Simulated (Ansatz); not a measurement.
# C₆H₁₈GeN₂: small, medium and large basis sets

One table from this session's results is given with a row withheld; the runs are named, their logs left out.

Method: one geometry, several basis sets; program: Ansatz 0.2.0, Gaussian basis.

The runs, in order: PBE0-D4/def2-SVP; ωB97M-V/def2-SVP; PBE0-D4/def2-QZVPP; ωB97M-V/def2-QZVPP; the functionals' def2-TZVPP values are taken from earlier runs.

### The geometry

The geometry comes from an earlier relaxation with PBE0-D4 in a triple-zeta def2 set; it is a stationary point, not always the lowest conformer.

SMILES `C[N](C)[Ge]([CH3])([CH3])[N](C)C`, 27 atoms, charge 0, spin multiplicity 1.

Atoms are counted from 1 here; the program's logs count them from 0.

Bond lengths: C1–N2 1.439 Å, C1–H10 1.092 Å, C1–H11 1.098 Å, C1–H12 1.104 Å, N2–C3 1.442 Å, N2–Ge4 1.842 Å, C3–H13 1.092 Å, C3–H14 1.098 Å, C3–H15 1.104 Å, Ge4–C5 1.954 Å, Ge4–C6 1.954 Å, Ge4–N7 1.842 Å, C5–H16 1.091 Å, C5–H17 1.092 Å, C5–H18 1.091 Å, C6–H19 1.092 Å, C6–H20 1.091 Å, C6–H21 1.091 Å and more. Angles: N2–C1–H10 110.9°, N2–C1–H11 110.3°, N2–C1–H12 113.5°, H10–C1–H11 107.3°, H10–C1–H12 107.8°, H11–C1–H12 106.8°, C1–N2–C3 112.8°, C1–N2–Ge4 119.7°, C3–N2–Ge4 117.3°, N2–C3–H13 110.1°, N2–C3–H14 110.4°, N2–C3–H15 113.2°, H13–C3–H14 107.8°, H13–C3–H15 108.2°, H14–C3–H15 107.0°, N2–Ge4–C5 107.4°, N2–Ge4–C6 113.6°, N2–Ge4–N7 102.9° and more.

The first run:

File in.yaml:

```yaml
crystal:
  periodic: [false, false, false]
  atoms:
    - {symbol: C, position_ang: [-1.688763, -0.750595, -2.057049]}
    - {symbol: N, position_ang: [-0.855352, -0.935509, -0.898557]}
    - {symbol: C, position_ang: [-1.248193, -2.071331, -0.102153]}
    - {symbol: Ge, position_ang: [-0.190648, 0.533726, -0.007452]}
    - {symbol: C, position_ang: [0.307604, 1.859630, -1.353819]}
    - {symbol: C, position_ang: [-1.428000, 1.276895, 1.309986]}
    - {symbol: N, position_ang: [1.246449, -0.159370, 0.913921]}
    - {symbol: C, position_ang: [1.764051, 0.540525, 2.059832]}
    - {symbol: C, position_ang: [2.276822, -0.808994, 0.142562]}
    - {symbol: H, position_ang: [-1.343315, 0.096291, -2.653747]}
    - {symbol: H, position_ang: [-1.649878, -1.639818, -2.700135]}
    - {symbol: H, position_ang: [-2.751656, -0.579674, -1.811587]}
    - {symbol: H, position_ang: [-0.584391, -2.172488, 0.759255]}
    - {symbol: H, position_ang: [-1.175809, -2.994938, -0.691467]}
    - {symbol: H, position_ang: [-2.285650, -2.004441, 0.268335]}
    - {symbol: H, position_ang: [-0.571157, 2.327772, -1.800674]}
    - {symbol: H, position_ang: [0.907497, 2.641903, -0.884476]}
    - {symbol: H, position_ang: [0.900385, 1.397398, -2.144701]}
    - {symbol: H, position_ang: [-2.383483, 1.490392, 0.826685]}
    - {symbol: H, position_ang: [-1.600959, 0.563438, 2.117208]}
    - {symbol: H, position_ang: [-1.048538, 2.206600, 1.737436]}
    - {symbol: H, position_ang: [2.480382, 1.339806, 1.800548]}
    - {symbol: H, position_ang: [2.291562, -0.155754, 2.725201]}
    - {symbol: H, position_ang: [0.955107, 0.991655, 2.638356]}
    - {symbol: H, position_ang: [2.800607, -1.554455, 0.755357]}
    - {symbol: H, position_ang: [1.834809, -1.329213, -0.710014]}
    - {symbol: H, position_ang: [3.040507, -0.109450, -0.238852]}
basis:
  gaussian: {orbitals: def2-SVP}
hamiltonian: {xc: pbe0, dispersion: d4}
output: {orbitals: {seedname: orbitals}}
```

Command:

```console
> ansatz run in.yaml --threads 4 --pin off --events-out ev --progress --plain --max-ram 46080MiB --backend cpu
```

Steps of the session up to this table: PBE0-D4 in def2-SVP; ωB97M-V in def2-SVP; PBE0-D4 in def2-QZVPP; ωB97M-V in def2-QZVPP.

One table of the session follows, with a row left open; its other results are not shown here.

It belongs to the step «Density functionals: the series». 

```
functional       basis  HOMO (eV)  LUMO (eV)
   PBE0-D4    def2-SVP      -5.71       1.35
   PBE0-D4  def2-TZVPP      -5.83       0.75
   PBE0-D4  def2-QZVPP      -5.85       0.37
   ωB97M-V    def2-SVP      -8.02       2.90
   ωB97M-V  def2-TZVPP          ?          ?
   ωB97M-V  def2-QZVPP      -8.15       1.50
```

Q: Estimate the row for ωB97M-V, def2-TZVPP from the others.

The run gave: HOMO (eV): -8.14; LUMO (eV): 2.11. In the column «HOMO (eV)» it lies between ωB97M-V, def2-QZVPP (-8.15) and ωB97M-V, def2-SVP (-8.02).
